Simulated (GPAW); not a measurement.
# NbSi (Pm-3m) in GPAW: further runs

The runs below take NbSi through band structure, with LDA.

All numbers are computed with GPAW 26.7.0; they aren't measurements. Logs are shortened: lines on timing, memory, paths and dates and some standing lists are left out, and cuts for length are marked. The log counts tension as positive stress, the text compression.

## Step 1: Starting point

The structure is cubic, space group Pm-3m (No. 221). The conventional cell has a = 3.156 Å, b = 3.156 Å, c = 3.156 Å, α = 90.00°, β = 90.00°, γ = 90.00°. Nb (site symmetry m-3m) has 8 Si at 2.73 Å as nearest neighbours. Around Si (site symmetry m-3m) lie 8 Nb at 2.73 Å.

The cell was built by a generator and needn't be a form met in nature.

## Step 2: Band structure, LDA

Contents of run.py:

```python
from ase.dft.bandgap import bandgap
from ase.io import read, write
from ase.units import GPa
from gpaw import GPAW, PW

atoms = read('POSCAR')

calc = GPAW(mode=PW(600),
            xc='LDA',
            kpts={'size': (8, 8, 8), 'gamma': True},
            occupations={'name': 'fermi-dirac', 'width': 0.05},
            nbands=19,
            convergence={'density': 1e-05, 'energy': 1e-05},
            maxiter=150,
            txt='gpaw.txt')
atoms.calc = calc
energy = atoms.get_potential_energy()
forces = atoms.get_forces()
stress = atoms.get_stress()
calc.write('gs.gpw')
write('result.traj', atoms)
print(f'Energy: {energy:.6f} eV')
print('Forces (eV/A):')
print(forces.round(4))
print('Stress (GPa):', (stress / GPa).round(3))
print('Fermi level:', round(calc.get_fermi_level(), 4), 'eV')
print(f'Gap: {bandgap(calc)[0]:.4f} eV, direct: {bandgap(calc, direct=True)[0]:.4f} eV')

path = atoms.cell.bandpath('GXMGRX,MR', npoints=100, eps=1e-4)
bs_calc = calc.fixed_density(kpts=path, symmetry='off', nbands=29,
                             convergence={'bands': 'CBM+6.0', 'eigenstates': 1e-6}, txt='bands.txt')
bs = bs_calc.band_structure()
bs.write('bs.json')
print(f'Gap on the path: {bandgap(bs_calc)[0]:.4f} eV')
```

Contents of POSCAR:

```
NbSi
1.0
    3.1564400000      0.0000000000      0.0000000000
    0.0000000000      3.1564400000      0.0000000000
    0.0000000000      0.0000000000      3.1564400000
Nb Si
1 1
Direct
    0.0000000000      0.0000000000      0.0000000000
    0.5000000000      0.5000000000      0.5000000000
```

Potentials or basis: the program's PAW data sets (release 1.2.1) made for this functional, pw.

Started as:

```console
$ OMP_NUM_THREADS=1 python run.py
```

gpaw.txt:

```text
__  _  _
 | _ |_)|_||  |
 |__||  | ||/\| - 26.7.0

Input parameters:
  mode=PW(ecut=600.0),
  convergence={'density': 1e-05, 'energy': 1e-05},
  kpts=MonkhorstPack(size=(8, 8, 8), gamma=True),
  maxiter=150,
  nbands=19,
  occupations=Occupations(name='fermi-dirac', width=0.05),
  xc=XC(name='LDA')

Diagonalizing LCAO Hamiltonian
Converting LCAO to pw mode
   .-------.
  /|       |
 * |       |
 | |  Si   |
 | .-------.
 |/       /
 Nb------*

Atoms  # Å, Bohr magnetons
|   | symbol |        x |        y |        z |    initial magnetic moments |
|---|--------|----------|----------|----------|-----------------------------|
| 0 |     Nb | 0.000000 | 0.000000 | 0.000000 | ( 0.0000,  0.0000,  0.0000) |
| 1 |     Si | 1.578220 | 1.578220 | 1.578220 | ( 0.0000,  0.0000,  0.0000) |

Unit cell  # Å
| periodic |        x |        y |        z |  lengths |    angles |
|----------|----------|----------|----------|----------|-----------|
|      yes | 3.156440 | 0.000000 | 0.000000 | 3.156440 | 90.000000 |
|      yes | 0.000000 | 3.156440 | 0.000000 | 3.156440 | 90.000000 |
|      yes | 0.000000 | 0.000000 | 3.156440 | 3.156440 | 90.000000 |

Number of symmetries: 48
Symmetry operations  # r_c * U_cc + t_c -> r_c
|    | kind |            matrix            |
|----|------|------------------------------|
|  0 |  E   |  1, 0, 0,  0, 1, 0,  0, 0, 1 |
|  1 |  σ   |  1, 0, 0,  0, 1, 0,  0, 0,-1 |
|  2 |  σ   |  1, 0, 0,  0, 0, 1,  0, 1, 0 |
|  3 |  C4  |  1, 0, 0,  0, 0, 1,  0,-1, 0 |
|  4 |  C4  |  1, 0, 0,  0, 0,-1,  0, 1, 0 |
|  5 |  σ   |  1, 0, 0,  0, 0,-1,  0,-1, 0 |
|  6 |  σ   |  1, 0, 0,  0,-1, 0,  0, 0, 1 |
|  7 |  C2  |  1, 0, 0,  0,-1, 0,  0, 0,-1 |
|  8 |  σ   |  0, 1, 0,  1, 0, 0,  0, 0, 1 |
|  9 |  C2  |  0, 1, 0,  1, 0, 0,  0, 0,-1 |
| 10 |  C3  |  0, 1, 0,  0, 0, 1,  1, 0, 0 |
| 11 |  S6  |  0, 1, 0,  0, 0, 1, -1, 0, 0 |
| 12 |  S6  |  0, 1, 0,  0, 0,-1,  1, 0, 0 |
| 13 |  C3  |  0, 1, 0,  0, 0,-1, -1, 0, 0 |
| 14 |  C4  |  0, 1, 0, -1, 0, 0,  0, 0, 1 |
| 15 |  S4  |  0, 1, 0, -1, 0, 0,  0, 0,-1 |
| 16 |  C3  |  0, 0, 1,  1, 0, 0,  0, 1, 0 |
| 17 |  S6  |  0, 0, 1,  1, 0, 0,  0,-1, 0 |
| 18 |  σ   |  0, 0, 1,  0, 1, 0,  1, 0, 0 |
| 19 |  C4  |  0, 0, 1,  0, 1, 0, -1, 0, 0 |
| 20 |  C2  |  0, 0, 1,  0,-1, 0,  1, 0, 0 |
| 21 |  S4  |  0, 0, 1,  0,-1, 0, -1, 0, 0 |
| 22 |  S6  |  0, 0, 1, -1, 0, 0,  0, 1, 0 |
| 23 |  C3  |  0, 0, 1, -1, 0, 0,  0,-1, 0 |
| 24 |  S6  |  0, 0,-1,  1, 0, 0,  0, 1, 0 |
| 25 |  C3  |  0, 0,-1,  1, 0, 0,  0,-1, 0 |
| 26 |  C4  |  0, 0,-1,  0, 1, 0,  1, 0, 0 |
| 27 |  σ   |  0, 0,-1,  0, 1, 0, -1, 0, 0 |
| 28 |  S4  |  0, 0,-1,  0,-1, 0,  1, 0, 0 |
| 29 |  C2  |  0, 0,-1,  0,-1, 0, -1, 0, 0 |
| 30 |  C3  |  0, 0,-1, -1, 0, 0,  0, 1, 0 |
| 31 |  S6  |  0, 0,-1, -1, 0, 0,  0,-1, 0 |
| 32 |  C4  |  0,-1, 0,  1, 0, 0,  0, 0, 1 |
| 33 |  S4  |  0,-1, 0,  1, 0, 0,  0, 0,-1 |
| 34 |  S6  |  0,-1, 0,  0, 0, 1,  1, 0, 0 |
| 35 |  C3  |  0,-1, 0,  0, 0, 1, -1, 0, 0 |
| 36 |  C3  |  0,-1, 0,  0, 0,-1,  1, 0, 0 |
| 37 |  S6  |  0,-1, 0,  0, 0,-1, -1, 0, 0 |
| 38 |  σ   |  0,-1, 0, -1, 0, 0,  0, 0, 1 |
| 39 |  C2  |  0,-1, 0, -1, 0, 0,  0, 0,-1 |
| 40 |  σ   | -1, 0, 0,  0, 1, 0,  0, 0, 1 |
| 41 |  C2  | -1, 0, 0,  0, 1, 0,  0, 0,-1 |
| 42 |  C2  | -1, 0, 0,  0, 0, 1,  0, 1, 0 |
| 43 |  S4  | -1, 0, 0,  0, 0, 1,  0,-1, 0 |
| 44 |  S4  | -1, 0, 0,  0, 0,-1,  0, 1, 0 |
| 45 |  C2  | -1, 0, 0,  0, 0,-1,  0,-1, 0 |
| 46 |  C2  | -1, 0, 0,  0,-1, 0,  0, 0, 1 |
| 47 |  i   | -1, 0, 0,  0,-1, 0,  0, 0,-1 |

BZ-sampling:
  Number of BZ points: 512
  Number of IBZ points: 35

  Monkhorst-Pack size: [8, 8, 8]
  Monkhorst-Pack shift: [0.0625, 0.0625, 0.0625]

K-points  # in reciprocal-cell coordinates
|     |                                coordinates |     weight |
|-----|--------------------------------------------|------------|
|   0 | (  0.00000000,   0.00000000,   0.00000000) | 0.00195312 |
|   1 | (  0.12500000,   0.00000000,   0.00000000) | 0.01171875 |
|   2 | (  0.12500000,   0.12500000,   0.00000000) | 0.02343750 |
|   3 | (  0.12500000,   0.12500000,   0.12500000) | 0.01562500 |
|   4 | (  0.25000000,   0.00000000,   0.00000000) | 0.01171875 |
|   5 | (  0.25000000,   0.12500000,   0.00000000) | 0.04687500 |
|   6 | (  0.25000000,   0.12500000,   0.12500000) | 0.04687500 |
|   7 | (  0.25000000,   0.25000000,   0.00000000) | 0.02343750 |
|   8 | (  0.25000000,   0.25000000,   0.12500000) | 0.04687500 |
|   9 | (  0.25000000,   0.25000000,   0.25000000) | 0.01562500 |
| ... |                                            |            |
|  34 | (  0.50000000,   0.50000000,   0.50000000) | 0.00195312 |

Plane wave coefficients: 1064
Cutoff: 600.0 eV

Spin-components: 1 (collinear spins)
Bands:           19
Projectors:      11
Spin-degeneracy: 2
Datatype:        complex128

Parallelization:
  kpt:    1
  domain: 1
  band:   1

Density:
  Valence electrons: 17.0
  Components: 1
  Grid points: [18 18 18]
  Charge: 0.0  # |e|

Potential:
  Grid points: [18 18 18]

species:
  Nb:
    name:    Niobium
    Z:       41.0
    valence: 13
    core:    28
    charge:  0.0  # [|e|]
    compensation charges:
      type: gauss
      rc: 0.40  # [Å]
      lmax: 2
    cutoffs:
      filter: 2.35  # [Å]
      core: 1.51  # [Å]
    projectors
    | kind |    occ | energy [eV] | rcut [Å] |
    |------|--------|-------------|----------|
    |   4s |  2.000 |     -58.430 |    1.323 |
    |   5s |  1.000 |      -4.193 |    1.323 |
    |   4p |  6.000 |     -34.616 |    1.323 |
    |   5p |  0.000 |      -1.221 |    1.323 |
    |   4d |  4.000 |      -3.208 |    1.244 |
    |    d |        |      24.003 |    1.244 |

    Using partial waves for Nb as LCAO basis

  Si:
    name:    Silicon
    Z:       14.0
    valence: 4
    core:    10
    charge:  0.0  # [|e|]
    compensation charges:
      type: gauss
      rc: 0.33  # [Å]
      lmax: 2
    cutoffs:
      filter: 1.86  # [Å]
      core: 2.06  # [Å]
    projectors
    | kind |    occ | energy [eV] | rcut [Å] |
    |------|--------|-------------|----------|
    |   3s |  2.000 |     -10.878 |    1.058 |
    |   3p |  2.000 |      -4.162 |    1.058 |
    |    s |        |      16.334 |    1.058 |
    |    p |        |      23.049 |    1.058 |
    |    d |        |       0.000 |    1.058 |

    Using partial waves for Si as LCAO basis

Reference energy: -111654.243241  # eV

eigensolver:
  PPCG
  Converge bands: occupied
  niter=2

density mixing:
  MSR1-Mixer
  Pratt-step length: 0.05
  Maximum mixing coefficient: 0.75
  Old densities: 10
  SVD Regularization: 0.005
  Good broyden scale: 1.0
  Trust region scale: 1.0
  Backstep threshold: 4.0
  History deletion threshold: 6.0
  Fourier metric: weight=20.0, sigma=0.015

occupation numbers:
  Fermi-Dirac:
    width: 0.0500  # eV

poisson solver:
  ecut: 4800.0  # eV

xc functional:
  name: None

convergence criteria:
- Maximum integral of absolute [dens]ity change: 1e-05 electrons / valence electron
- Maximum [total energy] change in last 3 cyles: 1e-05 eV / valence electron
- Maximum integral of absolute [eigenst]ate change: 4e-08 eV^2 / valence electron
maximum number of iterations: 150

SCF iterations
|iter     | |      energy | eigst |  dens |
|---------|-|-------------|-------|-------|
|iter:   1| |  -18.935219 | +0.17 |       |
|iter:   2| |  -18.633573 | -2.40 | -0.96 |
|iter:   3| |  -17.854584 | -1.31 | -1.02 |
|iter:   4| |  -17.838041 | -3.08 | -1.64 |
|iter:   5| |  -17.836116 | -3.37 | -1.93 |
|iter:   6| |  -17.836105 | -4.83 | -2.69 |
|iter:   7| |  -17.836108c| -6.30 | -3.49 |
|iter:   8| |  -17.836108c| -8.18c| -4.15 |
|iter:   9| |  -17.836109c| -8.41c| -5.30c|

Converged in 9 steps
Energy contributions relative to reference atoms: (reference = -111654.243241)

Energy contributions:
  Kinetic:           2.941619
  Coulomb:          -5.815359
  Zero:             -0.070345
  External:          0.000000
  Xc:              -14.882077
  Entropy:          -0.019894
  Spinorbit:         0.000000
  ----------------------------
  Free energy:     -17.846056
  Extrapolated:    -17.836109

dipole moment: (-11.558985, -11.558985, -11.558985)  # |e|*Ang

Fermi level: 10.632
Eigenvalues  # (at kpt = [0.000, 0.000, 0.000])
| band index |      eig [eV] | occ [0-2] |
|------------|---------------|-----------|
|          0 |       -43.843 |     2.000 |
|          1 |       -19.846 |     2.000 |
|          2 |       -19.846 |     2.000 |
|          3 |       -19.846 |     2.000 |
|          4 |        -0.373 |     2.000 |
|          5 |         8.020 |     2.000 |
|          6 |         8.020 |     2.000 |
|          7 |        12.876 |     0.000 |
|          8 |        12.876 |     0.000 |
|          9 |        12.876 |     0.000 |
|         10 |        13.118 |     0.000 |
|         11 |        13.118 |     0.000 |
|         12 |        13.118 |     0.000 |
|         13 |        19.914 |     0.000 |
|         14 |        20.824 |     0.000 |
|        ... |               |           |
|         18 |        28.576 |     0.000 |

No gap
No difference between direct/indirect transitions

Forces  # eV/Ang
|       x |       y |       z |
|---------|---------|---------|
| 0.00000 | 0.00000 | 0.00000 |  # Nb   0
| 0.00000 | 0.00000 | 0.00000 |  # Si   1

Stress tensor  # eV/Ang^3
|        x |        y |        z |
|----------|----------|----------|
| 0.051308 | 0.000000 | 0.000000 |
| 0.000000 | 0.051308 | 0.000000 |
| 0.000000 | 0.000000 | 0.051308 |

# Writing to gs.gpw (mode='')
```

Wall time 33 s (1 thread of Arm Neoverse V1, shared host); peak memory 0.23 GiB.

Results:

```yaml
Free_energy: -17.8461 eV
Pressure: -8.2 GPa
Band_gap_along_the_path: none (metal or under the smearing width)
```

Levels at the corners of the path, in eV from the Fermi level:
```
point  band 5  band 6  band 7  band 8  band 9  band 10  band 11  band 12
    Γ  -11.00   -2.61   -2.61    2.24    2.24     2.24     2.49     2.49
    X   -7.94   -6.23   -1.48   -1.07   -1.07     2.72     4.20     5.52
    M   -7.95   -2.82   -2.82   -2.16    0.32     0.32     4.18     4.53
    Γ  -11.00   -2.61   -2.61    2.24    2.24     2.24     2.49     2.49
    R   -5.04   -5.04   -5.04   -3.92    3.90     3.90     3.90     4.32
    X   -7.94   -6.23   -1.48   -1.07   -1.07     2.72     4.20     5.52
    M   -7.95   -2.82   -2.82   -2.16    0.32     0.32     4.18     4.53
    R   -5.04   -5.04   -5.04   -3.92    3.90     3.90     3.90     4.32
```

## Step 3: Band structure, LDA, spin-orbit coupling, no magnetisation

run.py: that of step 2 with these lines changed.

```diff
@@ -1 +1,2 @@
+import numpy as np
 from ase.dft.bandgap import bandgap
@@ -4,2 +5,3 @@
 from gpaw import GPAW, PW
+from gpaw.spinorbit import soc_eigenstates
 
@@ -34 +36,7 @@
 print(f'Gap on the path: {bandgap(bs_calc)[0]:.4f} eV')
+
+soc = soc_eigenstates(bs_calc, theta=54.7, phi=45)
+np.savetxt('soc_bands.dat', soc.eigenvalues(), fmt='%.4f')
+mesh = soc_eigenstates('gs.gpw', theta=54.7, phi=45)
+np.savetxt('soc_mesh.dat', mesh.eigenvalues(), fmt='%.4f')
+print('Fermi level with spin-orbit coupling:', round(mesh.fermi_level, 4), 'eV')
```

POSCAR is that of step 2.

Potentials or basis: the program's PAW data sets (release 1.2.1) made for this functional, pw.

Started as:

```console
$ OMP_NUM_THREADS=1 python run.py
```

Run time: 34 s. Hardware: 1 thread of Arm Neoverse V1, shared host; peak memory 0.28 GiB.

The run converged. Its results:

```
Free energy             : -17.8461 eV
Pressure                : -8.2 GPa
Band gap along the path : none (metal or under the smearing width)
```

Levels at the corners of the path, in eV from the Fermi level:
```
point  band 13  band 14  band 15  band 16  band 17  band 18  band 19  band 20
    Γ    -2.61    -2.61     2.20     2.20     2.20     2.20     2.33     2.33
    X    -1.48    -1.48    -1.10    -1.10    -1.04    -1.04     2.72     2.72
    M    -2.74    -2.74    -2.16    -2.16     0.29     0.29     0.35     0.35
    Γ    -2.61    -2.61     2.20     2.20     2.20     2.20     2.33     2.33
    R    -5.03    -5.03    -3.92    -3.92     3.59     3.59     4.07     4.07
    X    -1.48    -1.48    -1.10    -1.10    -1.04    -1.04     2.72     2.72
    M    -2.74    -2.74    -2.16    -2.16     0.29     0.29     0.35     0.35
    R    -5.03    -5.03    -3.92    -3.92     3.59     3.59     4.07     4.07
```

Caveat: spin-orbit coupling was added after a scalar SCF, so levels and gaps hold it while energy, forces, pressure and moments don't; this program's spin-orbit splittings come out too wide for heavy elements.
